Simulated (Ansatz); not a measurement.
# In3GaAs4: the cost of one run

Computed with Ansatz 0.2.0 (DFT PBE, scalar-relativistic, plane waves, PAW, unless a step's input says otherwise).

1 further run of the same task is left out (it didn't finish). Runs told in other sessions of the task aren't counted.

### Step 1. The system as given

It takes space group P-43m (No. 215, cubic). Conventional cell: a = 6.077 Å, b = 6.077 Å, c = 6.077 Å, α = 90.00°, β = 90.00°, γ = 90.00°. In (site symmetry -42m) is surrounded by 4 As at 2.67 Å. Ga (site symmetry -43m) has 4 As at 2.53 Å in its first shell of neighbours. Around As (site symmetry 3m) lie 1 Ga at 2.53 Å and 3 In at 2.67 Å.

As a file:

```xyz
8
Lattice="6.0774 0.0000 0.0000 0.0000 6.0774 0.0000 0.0000 0.0000 6.0774" Properties=species:S:1:pos:R:3 pbc="T T T"
In    3.0387    0.0000    0.0000
In    0.0000    0.0000    3.0387
In    0.0000    3.0387    0.0000
Ga    3.0387    3.0387    3.0387
As    1.5805    4.4969    1.5805
As    1.5805    1.5805    4.4969
As    4.4969    4.4969    4.4969
As    4.4969    1.5805    1.5805
```

The cell was relaxed beforehand at this level, from a generated guess; it needn't be the stable form of this composition. At a tolerance of 0.05 Å it has space group P-43m (No. 215); it has 28.06 Å³/atom, an uncorrected energy of -0.26 eV/atom over the elements.

### Step 2. Bands, states and charges

Contents of input.yaml:

```yaml
crystal:
  lattice:
    - [6.0773631, 0.0, 0.0]
    - [0.0, 6.0773631, 0.0]
    - [0.0, 0.0, 6.0773631]
  atoms:
    - { symbol: In, position: [0.5, 0.0, 0.0] }
    - { symbol: In, position: [0.0, 0.0, 0.5] }
    - { symbol: In, position: [0.0, 0.5, 0.0] }
    - { symbol: Ga, position: [0.5, 0.5, 0.5] }
    - { symbol: As, position: [0.260061, 0.739939, 0.260061] }
    - { symbol: As, position: [0.260061, 0.260061, 0.739939] }
    - { symbol: As, position: [0.739939, 0.739939, 0.739939] }
    - { symbol: As, position: [0.739939, 0.260061, 0.260061] }
basis:
  ecutwfc: 420
kpoints:
  mp_grid: { grid: [6, 6, 6] }
  band_path:
    path:
      - [[0.0, 0.0, 0.0], [0.0, 0.5, 0.0], [0.5, 0.5, 0.0], [0.0, 0.0, 0.0], [0.5, 0.5, 0.5], [0.0, 0.5, 0.0]]
      - [[0.5, 0.5, 0.5], [0.5, 0.5, 0.0]]
    npoints: 14
hamiltonian:
  xc: pbe
scf:
  occupations: { method: gaussian, width: 0.1 }
  n_extra_bands: 20
output:
  forces: true
  stress: true
  eigenvalues: true
  populations: true
  dos: { projected: true, de: 0.02, nscf_kmesh: { grid: [8, 8, 8] } }
  bader: true
  write_density: true
  write_potential: true
  elf: true
  volumetric_format: npy
```

Run with:

```bash
$ ansatz run input.yaml --threads 4 --pin off --max-ram 8192MiB --backend cpu --events-out ev --progress --plain --runs-dir out
```

**Question.** How long does this run take on 4 threads of Arm Neoverse N1, shared host, and how much memory does it need?

About 2 min, with a peak of 1.3 GiB.
